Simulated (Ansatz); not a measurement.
# BeBr: the cost of one run

Computed with Ansatz 0.2.0 (DFT PBE, scalar-relativistic, plane waves, PAW, unless a step's input says otherwise).

2 further runs of the same task are left out: 1 that didn't finish, 1 set aside as unsound or not needed.

**1. The starting structure**

It takes space group P4mm (No. 99, tetragonal). The conventional cell has a = 4.340 Å, b = 4.340 Å, c = 16.000 Å, α = 90.00°, β = 90.00°, γ = 90.00°. Around Be (site symmetry 2mm) lie 4 Br at 2.18 to 2.69 Å. Br (site symmetry 4mm) has 4 Be at 2.18 Å as nearest neighbours. Br (site symmetry 4mm) has 4 Be at 2.69 Å as nearest neighbours.

Coordinates:

```
Be Br
1.0
     4.34001    0.00000    0.00000
     0.00000    4.34001    0.00000
     0.00000    0.00000   16.00000
Be Br
2 2
Direct
  0.50000 0.00000 0.45029
  0.00000 0.50000 0.45029
  0.00000 0.00000 0.46510
  0.50000 0.50000 0.54971
```

Recipe of the guess: random sheet by layer group and Wyckoff sites. The dimensions are guesses.

Only a and b are periodic; c spans vacuum, so the box's volume, pressure and space group aren't properties of the sheet.

**2. Probe: one point on a coarse mesh**

input.yaml reads:

```yaml
crystal:
  lattice:
    - [4.340011, 0.0, 0.0]
    - [0.0, 4.340011, 0.0]
    - [0.0, 0.0, 16.0]
  atoms:
    - { symbol: Be, position: [0.5, 0.0, 0.45028904] }
    - { symbol: Be, position: [0.0, 0.5, 0.45028904] }
    - { symbol: Br, position: [0.0, 0.0, 0.46510018] }
    - { symbol: Br, position: [0.5, 0.5, 0.54971096] }
  periodic: [true, true, false]
basis:
  ecutwfc: 420
kpoints:
  mp_grid: { grid: [4, 4, 1] }
hamiltonian:
  xc: pbe
scf:
  occupations: { method: gaussian, width: 0.1 }
  lower_state_search: "off"
output:
  forces: true
  stress: true
  eigenvalues: true
```

Command:

```console
> ansatz run input.yaml --threads 1 --pin off --max-ram 2048MiB --backend cpu --events-out ev --progress --plain --runs-dir out
```

**Question.** How long does this run take on 1 thread of AMD EPYC 7R43 (Zen 3), shared host, and how much memory does it need?

About 6 s, with a peak of 0.5 GiB.
